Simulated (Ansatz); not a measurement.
# CaMn2Bi2: the cost of one run

Method: DFT PBE, scalar-relativistic, plane waves, PAW, in Ansatz 0.2.0.

## (1) Starting point

The structure is trigonal, space group P-3m1 (No. 164). The conventional cell has a = 4.573 Å, b = 4.573 Å, c = 7.658 Å, α = 90.00°, β = 90.00°, γ = 120.00°. Around Ca (site symmetry -3m) lie 6 Bi at 3.27 Å. Around Mn (site symmetry 3m) lie 4 Bi at 2.74 to 2.85 Å and 3 Mn at 3.12 Å. Bi (site symmetry 3m) is surrounded by 4 Mn at 2.74 to 2.85 Å and 3 Ca at 3.27 Å.

Structure file:

```xyz
5
Lattice="4.5726 0.0000 0.0000 -2.2863 3.9599 0.0000 0.0000 0.0000 7.6577" Properties=species:S:1:pos:R:3 pbc="T T T"
Ca    0.0000    0.0000    0.0000
Mn    2.2863    1.3200    4.6641
Mn    0.0000    2.6400    2.9936
Bi    2.2863    1.3200    1.9255
Bi    0.0000    2.6400    5.7322
```

An earlier run at PBE left this cell at 27.732 Å³/atom and 0.01 GPa (10×10×6 mesh). The large moments point both ways and cancel.

## (2) Field gradients and densities at the nuclei

input.yaml

```yaml
crystal:
  lattice:
    - [4.5725520536, 0.0, 0.0]
    - [-2.2862760268, 3.9599462386, 0.0]
    - [0.0, 0.0, 7.6577099828]
  atoms:
    - { symbol: Ca, position: [0.0, 0.0, -9.272e-07] }
    - { symbol: Mn, position: [0.6666666667, 0.3333333333, 0.6090704387], spin: 4.36 }
    - { symbol: Mn, position: [0.3333333333, 0.6666666667, 0.3909298678], spin: -4.36 }
    - { symbol: Bi, position: [0.6666666667, 0.3333333333, 0.2514501347] }
    - { symbol: Bi, position: [0.3333333333, 0.6666666667, 0.7485504859] }
basis:
  ecutwfc: 420
  ecutrho_ratio: 4
kpoints:
  mp_grid: { grid: [10, 10, 6] }
hamiltonian:
  xc: pbe
scf:
  occupations: { method: gaussian, width: 0.05 }
  lower_state_search: "off"
output:
  forces: true
  stress: true
  eigenvalues: true
  populations: true
  efg:
    contact_densities: true
    quadrupole_moments_barn: { Ca: -0.0408, Mn: 0.33, Bi: -0.516 }
magnetization:
  spin_polarized: true
checkpoint:
  read: start.run
  write: ck
  compress: false
  write_wavefunctions: false
  write_every: 100000
```

start.run is the folder with the converged state of an earlier run on this cell.

The run is started by

```console
$ ansatz run input.yaml --threads 4 --pin off --max-ram 10240MiB --backend cpu --events-out ev --progress --plain --runs-dir out
```

What time and memory should one allow on 4 threads of Arm Neoverse N1, shared host?

About 48 s, with a peak of 0.97 GiB.
